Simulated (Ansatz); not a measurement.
Born–Oppenheimer molecular dynamics of a periodic cell of 30 atoms, CaScSi3HO9 (host CaScSi3HO9, host structure P-1). It starts from an unrelaxed structure (largest force component 0.84 eV/Å).

Method: DFT LDA, scalar-relativistic, plane waves, PAW in Ansatz 0.2.0. Settings: accuracy low, cutoff 420 eV, k mesh 2x2x2, fermi-dirac smearing 0.05 eV, no spin polarisation.

| Quantity | Value |
| --- | --- |
| ensemble | NVE (velocity Verlet) |
| time step | 0.5 fs |
| steps asked | 130 |
| starting velocities drawn for | 2400 K |
| seed | 736333 |

Frames 0.5 fs apart, positions in Å.

Velocities at 25 fs (Å/ps):

```
Ca -5.28 -2.50 0.82
Ca -1.49 7.31 1.38
Sc 6.23 0.50 6.08
Sc 5.32 3.27 -1.90
Si 5.04 -3.49 0.65
Si 5.03 0.13 -8.95
Si -0.33 11.35 3.45
Si -9.85 2.42 -6.01
Si -3.84 -4.36 -0.96
Si -1.17 0.94 -1.28
H -16.88 -36.40 -23.19
H -3.77 -73.96 3.19
O 0.78 -4.72 -12.37
O 11.57 -7.02 -8.83
O 11.91 1.17 11.38
O 0.28 2.64 8.05
O -6.09 -1.22 -7.57
O -7.49 -3.22 -3.54
O 4.15 5.59 12.04
O 5.43 -9.85 -0.66
O -22.34 -10.72 -0.35
O -6.62 -3.87 -1.36
O -13.33 0.75 -4.62
O 3.51 -6.79 5.10
O -0.17 8.59 -12.18
O 0.17 -3.22 -8.25
O 0.90 3.76 9.36
O -4.59 3.18 6.89
O 5.73 -0.41 3.63
O 11.01 -2.60 10.28
```

```xyz
30
Lattice="7.0039 0.0000 0.0000 -0.2335 7.2796 0.0000 -0.4868 -1.9438 7.4742" Properties=species:S:1:pos:R:3 time_fs=25 energy_less_start_eV=4.976 T=1074
Ca 1.660 5.359 4.976
Ca 4.335 0.202 2.486
Sc 2.279 1.567 4.802
Sc 4.319 3.654 2.659
Si 1.250 0.170 1.979
Si 5.432 5.139 5.518
Si 0.848 3.280 2.073
Si 5.382 1.955 5.476
Si 2.225 5.320 0.281
Si 3.959 -0.106 7.181
H 6.482 5.747 2.710
H -0.356 0.055 5.026
O 4.340 5.315 4.284
O 2.213 0.517 3.169
O 4.106 1.974 4.245
O 1.674 3.366 3.503
O 2.701 0.049 6.157
O 3.636 4.943 1.014
O 6.705 6.644 2.300
O -0.113 -1.232 5.243
O 6.113 3.613 2.445
O -0.314 1.176 4.940
O 1.900 3.366 6.127
O 4.102 2.009 1.320
O 0.807 1.704 1.788
O 5.823 3.514 5.521
O 1.107 4.399 0.974
O 4.928 1.344 6.758
O 1.539 6.884 0.647
O 4.705 -1.397 6.737
30
Lattice="7.0039 0.0000 0.0000 -0.2335 7.2796 0.0000 -0.4868 -1.9438 7.4742" Properties=species:S:1:pos:R:3 time_fs=25.5 energy_less_start_eV=4.993 T=1069
Ca 1.657 5.358 4.976
Ca 4.335 0.205 2.486
Sc 2.282 1.568 4.805
Sc 4.322 3.656 2.658
Si 1.252 0.168 1.979
Si 5.434 5.139 5.513
Si 0.848 3.286 2.075
Si 5.377 1.956 5.473
Si 2.223 5.318 0.280
Si 3.958 -0.105 7.180
H 6.474 5.730 2.698
H -0.357 0.019 5.028
O 4.340 5.312 4.278
O 2.219 0.513 3.164
O 4.112 1.975 4.250
O 1.674 3.368 3.507
O 2.698 0.049 6.153
O 3.632 4.941 1.012
O 6.707 6.646 2.307
O -0.110 -1.237 5.242
O 6.102 3.608 2.445
O -0.317 1.174 4.939
O 1.893 3.366 6.125
O 4.104 2.006 1.323
O 0.807 1.708 1.782
O 5.823 3.513 5.517
O 1.108 4.400 0.978
O 4.926 1.345 6.762
O 1.542 6.884 0.649
O 4.710 -1.399 6.742
30
Lattice="7.0039 0.0000 0.0000 -0.2335 7.2796 0.0000 -0.4868 -1.9438 7.4742" Properties=species:S:1:pos:R:3 time_fs=26 energy_less_start_eV=5.000 T=1068
Ca 1.655 5.356 4.977
Ca 4.334 0.209 2.487
Sc 2.285 1.568 4.808
Sc 4.324 3.658 2.656
Si 1.255 0.167 1.979
Si 5.436 5.138 5.509
Si 0.847 3.291 2.077
Si 5.372 1.958 5.470
Si 2.222 5.316 0.280
Si 3.958 -0.104 7.179
H 6.467 5.715 2.683
H -0.357 -0.014 5.031
O 4.341 5.310 4.271
O 2.225 0.509 3.160
O 4.118 1.975 4.256
O 1.675 3.369 3.511
O 2.695 0.048 6.149
O 3.628 4.940 1.011
O 6.708 6.649 2.313
O -0.107 -1.242 5.242
O 6.092 3.602 2.445
O -0.321 1.172 4.939
O 1.887 3.366 6.122
O 4.105 2.002 1.325
O 0.807 1.712 1.775
O 5.823 3.512 5.513
O 1.108 4.402 0.983
O 4.923 1.346 6.766
O 1.546 6.883 0.650
O 4.716 -1.401 6.748
30
Lattice="7.0039 0.0000 0.0000 -0.2335 7.2796 0.0000 -0.4868 -1.9438 7.4742" Properties=species:S:1:pos:R:3 time_fs=26.5 energy_less_start_eV=4.990 T=1070
Ca 1.652 5.355 4.977
Ca 4.333 0.213 2.488
Sc 2.288 1.569 4.811
Sc 4.327 3.659 2.656
Si 1.257 0.166 1.980
Si 5.438 5.138 5.504
Si 0.846 3.297 2.079
Si 5.368 1.959 5.465
Si 2.220 5.314 0.279
Si 3.957 -0.103 7.179
H 6.462 5.703 2.667
H -0.356 -0.044 5.034
O 4.341 5.307 4.265
O 2.232 0.505 3.156
O 4.125 1.976 4.262
O 1.675 3.371 3.514
O 2.692 0.048 6.145
O 3.624 4.939 1.010
O 6.709 6.651 2.320
O -0.104 -1.246 5.242
O 6.082 3.597 2.444
O -0.324 1.169 4.938
O 1.880 3.366 6.121
O 4.107 1.999 1.327
O 0.806 1.717 1.768
O 5.823 3.511 5.509
O 1.109 4.404 0.987
O 4.919 1.346 6.771
O 1.550 6.882 0.651
O 4.723 -1.403 6.753
30
Lattice="7.0039 0.0000 0.0000 -0.2335 7.2796 0.0000 -0.4868 -1.9438 7.4742" Properties=species:S:1:pos:R:3 time_fs=27 energy_less_start_eV=4.960 T=1078
Ca 1.650 5.354 4.978
Ca 4.333 0.216 2.489
Sc 2.291 1.569 4.815
Sc 4.329 3.661 2.655
Si 1.259 0.165 1.980
Si 5.439 5.138 5.500
Si 0.845 3.302 2.082
Si 5.363 1.961 5.461
Si 2.219 5.312 0.278
Si 3.956 -0.101 7.178
H 6.459 5.695 2.648
H -0.354 -0.070 5.037
O 4.341 5.305 4.258
O 2.239 0.500 3.153
O 4.132 1.976 4.268
O 1.675 3.373 3.517
O 2.689 0.047 6.141
O 3.620 4.937 1.008
O 6.710 6.652 2.326
O -0.100 -1.251 5.241
O 6.073 3.592 2.444
O -0.327 1.167 4.937
O 1.873 3.367 6.119
O 4.109 1.995 1.329
O 0.806 1.722 1.761
O 5.823 3.510 5.505
O 1.109 4.405 0.992
O 4.916 1.346 6.777
O 1.554 6.881 0.651
O 4.729 -1.405 6.758
30
Lattice="7.0039 0.0000 0.0000 -0.2335 7.2796 0.0000 -0.4868 -1.9438 7.4742" Properties=species:S:1:pos:R:3 time_fs=27.5 energy_less_start_eV=4.909 T=1092
Ca 1.648 5.352 4.978
Ca 4.332 0.220 2.490
Sc 2.293 1.570 4.818
Sc 4.331 3.663 2.654
Si 1.260 0.165 1.980
Si 5.440 5.138 5.495
Si 0.843 3.307 2.085
Si 5.359 1.963 5.457
Si 2.217 5.310 0.277
Si 3.955 -0.099 7.178
H 6.458 5.690 2.627
H -0.351 -0.093 5.042
O 4.341 5.302 4.251
O 2.245 0.495 3.150
O 4.139 1.977 4.274
O 1.676 3.374 3.520
O 2.686 0.047 6.137
O 3.616 4.936 1.008
O 6.710 6.654 2.334
O -0.097 -1.255 5.241
O 6.065 3.587 2.443
O -0.330 1.164 4.936
O 1.866 3.367 6.117
O 4.111 1.991 1.330
O 0.805 1.726 1.754
O 5.822 3.510 5.502
O 1.109 4.407 0.996
O 4.911 1.345 6.783
O 1.559 6.879 0.651
O 4.736 -1.409 6.763
30
Lattice="7.0039 0.0000 0.0000 -0.2335 7.2796 0.0000 -0.4868 -1.9438 7.4742" Properties=species:S:1:pos:R:3 time_fs=28 energy_less_start_eV=4.841 T=1110
Ca 1.645 5.350 4.979
Ca 4.332 0.223 2.490
Sc 2.296 1.571 4.821
Sc 4.333 3.665 2.653
Si 1.262 0.165 1.981
Si 5.440 5.137 5.490
Si 0.842 3.312 2.088
Si 5.355 1.965 5.452
Si 2.216 5.309 0.276
Si 3.955 -0.096 7.177
H 6.458 5.690 2.604
H -0.346 -0.113 5.046
O 4.342 5.299 4.245
O 2.253 0.489 3.147
O 4.146 1.978 4.280
O 1.676 3.376 3.523
O 2.683 0.046 6.133
O 3.612 4.935 1.007
O 6.710 6.655 2.341
O -0.093 -1.259 5.241
O 6.057 3.582 2.443
O -0.333 1.161 4.934
O 1.860 3.366 6.116
O 4.113 1.988 1.331
O 0.804 1.731 1.746
O 5.822 3.511 5.499
O 1.109 4.408 1.000
O 4.907 1.344 6.790
O 1.565 6.877 0.651
O 4.743 -1.412 6.768
```

Of the whole run (65 fs, mean temperature of the second half 1170 K): The conserved energy stayed within 0.29 meV per atom of its start (net change 0.16 meV per atom), so the integration is sound. Over the second half the temperature averaged 0.49 of the 2400 K drawn at the start: a run that starts near a minimum puts about half its kinetic energy into the potential. A run of 0.065 ps of so small a system gives no equilibrium averages. Limits of this set-up: low accuracy level.

The run took 15 min on 2 threads of Arm Neoverse V2 (shared host), peak memory 1.1 GiB.
